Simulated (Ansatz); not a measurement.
# SiBH₆NO: how energies converge with the basis set

How large a basis does SiBH₆NO need? Two functionals are run in growing sets.

Method: one geometry, several basis sets; program: Ansatz 0.2.0, Gaussian basis.

The runs, in order: PBE0-D4/def2-SVP; ωB97M-V/def2-SVP; PBE0-D4/def2-QZVPP; ωB97M-V/def2-QZVPP; the functionals' def2-TZVPP values are taken from earlier runs.

### 1 Structure used throughout

An earlier PBE0-D4/def2-TZVP relaxation fixed the geometry.

SMILES `BO[SiH2]N`, 10 atoms, charge 0, spin multiplicity 1.

Atoms are counted from 1 here; the program's logs count them from 0.

Bond lengths: B1–O2 1.344 Å, B1–H5 1.205 Å, B1–H6 1.200 Å, O2–Si3 1.666 Å, Si3–N4 1.699 Å, Si3–H7 1.483 Å, Si3–H8 1.479 Å, N4–H9 1.006 Å, N4–H10 1.006 Å. Angles: O2–B1–H5 120.2°, O2–B1–H6 118.3°, H5–B1–H6 121.5°, B1–O2–Si3 132.0°, O2–Si3–N4 114.2°, O2–Si3–H7 107.5°, O2–Si3–H8 105.2°, N4–Si3–H7 108.3°, N4–Si3–H8 108.1°, H7–Si3–H8 113.6°, Si3–N4–H9 121.7°, Si3–N4–H10 121.7°, H9–N4–H10 111.8°.

### 2 PBE0-D4 in def2-SVP

The input, in.yaml:

```yaml
crystal:
  periodic: [false, false, false]
  atoms:
    - {symbol: B, position_ang: [-1.769474, 1.017169, 0.053754]}
    - {symbol: O, position_ang: [-0.784415, 0.361759, -0.583826]}
    - {symbol: Si, position_ang: [0.819182, 0.117310, -0.205313]}
    - {symbol: N, position_ang: [1.222061, -1.502171, 0.110859]}
    - {symbol: H, position_ang: [-1.550336, 1.568836, 1.102793]}
    - {symbol: H, position_ang: [-2.859906, 1.033284, -0.446902]}
    - {symbol: H, position_ang: [1.118355, 0.916072, 1.007588]}
    - {symbol: H, position_ang: [1.569926, 0.553452, -1.402321]}
    - {symbol: H, position_ang: [1.304705, -2.180400, -0.627972]}
    - {symbol: H, position_ang: [1.013003, -1.936512, 0.994239]}
basis:
  gaussian: {orbitals: def2-SVP}
hamiltonian: {xc: pbe0, dispersion: d4}
output: {orbitals: {seedname: orbitals}}
```

Launch:

```sh
> ansatz run in.yaml --threads 2 --pin off --events-out ev --progress --plain --max-ram 4352MiB
```

Further steps of the session: ωB97M-V in def2-SVP; PBE0-D4 in def2-QZVPP; ωB97M-V in def2-QZVPP.

Before running them: what should the planned runs give, taken together? Wanted: PBE0-D4: double and triple zeta above quadruple; ωB97M-V: double and triple zeta above quadruple.

The runs gave:

```
                                       quantity          value
PBE0-D4: double and triple zeta above quadruple  8.65, 0.55 eV
ωB97M-V: double and triple zeta above quadruple  8.82, 0.51 eV
```

What this shows: For PBE0-D4 the step from double to triple zeta gains 8.10 eV and the next only 0.55 eV. Total energies overstate the basis error of differences, where much of it tends to cancel. The LUMO of ωB97M-V is positive and keeps falling with the basis (1.87 to 1.14 eV): an unbound level that the basis holds in place.
